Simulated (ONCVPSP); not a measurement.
**Pt: generating and testing an ONCV potential**

Task: generate the file, and judge it by its errors in other configurations, its logarithmic derivatives, its ghosts and its cutoff.

Program: ONCVPSP 4.0.1. Reference atom: PBEsol, fully relativistic, spherical and spin-unpolarised. All values are calculated.

**1. The design**

The settings as typed:

| Item | Value |
| --- | --- |
| element | platinum (Pt, Z = 78) |
| type | optimised norm-conserving Vanderbilt (ONCV) |
| frozen core | [Kr] 4d10 4f14 5s2 |
| valence charge | 16 |
| reference configuration | 5p6 5d8 6s2 |
| partial waves | 6s: rc 2.20 bohr, ncon 4, nbas 9, qcut 2.4 1/bohr, 1 projector; 5p: rc 1.70 bohr, ncon 3, nbas 6, qcut 7.4 1/bohr, 2 projectors, debl 0.9 Ha; 5d: rc 1.60 bohr, ncon 4, nbas 8, qcut 6.5 1/bohr, 2 projectors, debl 0.5 Ha |
| local potential | polynomial inside 1.50 bohr (lpopt 5, dvloc0 3 Ha) |
| core correction | Teter function, fcfact 4.5, rcfact 1.3 |

The outer shells as boxes (Hund's rule for the drawing; the calculation is spin-unpolarised):

```
[Kr] core
4d [↑↓][↑↓][↑↓][↑↓][↑↓]
4f [↑↓][↑↓][↑↓][↑↓][↑↓][↑↓][↑↓]
5s [↑↓]
5p [↑↓][↑↓][↑↓]
5d [↑↓][↑↓][↑↓][↑ ][↑ ]
6s [↑↓]
```

The nodes and maxima of the atom's own shells, from an earlier all-electron run, set the scale for the radii.

All-electron outer shells of the reference configuration (PBEsol, scalar-relativistic, ld1.x):

| shell | level (eV) | outermost node (bohr) | outermost maximum (bohr) |
| --- | --- | --- | --- |
| 4f | -72.98 | – | 0.38 |
| 5p | -58.61 | 0.53 | 0.98 |
| 5d | -8.07 | 0.57 | 1.24 |
| 6s | -6.55 | 1.14 | 2.32 |
| 6p | -1.12 | 1.35 | 3.38 |

**2. Generation**

Pt.dat reads:

```
# ATOM AND REFERENCE CONFIGURATION
# atsym  z   nc   nv     iexc    psfile
  Pt 78.00   11    3  -116133      upf
#
#   n    l    f
    1    0    2.00
    2    0    2.00
    2    1    6.00
    3    0    2.00
    3    1    6.00
    3    2   10.00
    4    0    2.00
    4    1    6.00
    4    2   10.00
    4    3   14.00
    5    0    2.00
    5    1    6.00
    5    2    8.00
    6    0    2.00
#
# PSEUDOPOTENTIAL AND OPTIMIZATION
# lmax
    2
#
#   l,   rc,      ep,       ncon, nbas, qcut
    0    2.20    0.00    4    9    2.40
    1    1.70    0.00    3    6    7.40
    2    1.60    0.00    4    8    6.50
#
# LOCAL POTENTIAL
# lloc, lpopt,  rc(5),   dvloc0
    4    5    1.50    3.00
#
# VANDERBILT-KLEINMAN-BYLANDER PROJECTORs
# l, nproj, debl
    0    1    2.10
    1    2    0.90
    2    2    0.50
#
# MODEL CORE CHARGE
# icmod, fcfact, rcfact
    3    4.50    1.30
#
# LOG DERIVATIVE ANALYSIS
# epsh1, epsh2, depsh
   -4.00    5.00    0.02
#
# OUTPUT GRID
# rlmax, drl
    6.00    0.01
#
# TEST CONFIGURATIONS
# ncnf
    4
# nvcnf
#   n    l    f
    3
    5    1    6.00
    5    2    9.00
    6    0    1.00
#
    3
    5    1    6.00
    5    2    9.00
    6    0    0.00
#
    3
    5    1    6.00
    5    2    8.00
    6    0    0.00
#
    3
    5    1    6.00
    5    2    7.00
    6    0    0.00
#
```

Started as:

```console
$ oncvpspr.x < Pt.dat > Pt.out
```

What does the calculation give? Wanted: cutoffs for 1 and 0.1 mHa per electron, occupied waves; bound ghosts; GHOST(+) flags; largest test error; largest phase difference near zero energy, channels read; rms error of d²Exc/dn², without and with the model core; projector energies reset by the program.

The runs gave:

```
                                                quantity                     value
  cutoffs for 1 and 0.1 mHa per electron, occupied waves           19 Ha and 44 Ha
                                            bound ghosts            s at -50.43 eV
                                          GHOST(+) flags        none at low energy
                            largest test error (AE − PS)  -52 meV, for 5p6 5d9 6s0
largest phase difference near zero energy, channels read                 0.005 rad
 rms error of d²Exc/dn², without and with the model core         7.64 and 4.17 mHa
                 projector energies reset by the program       p: -2.003, 0.250 Ha
```

In words: It has a bound ghost (s), a state that the atom doesn't have, and that rules the file out. The worst unpolarised test, 5p6 5d9 6s0, is off by 52 meV on 8.2 eV; by total energies transferability rates as fair. The potential is of middling hardness: the looser tolerance needs 19 Ha. At the looser tolerance the 5d wave is the slowest; 6s needs 14 Ha. Near zero energy the phases of the channels with partial waves agree within 0.005 rad. All of this concerns the isolated atom, not yet a solid.
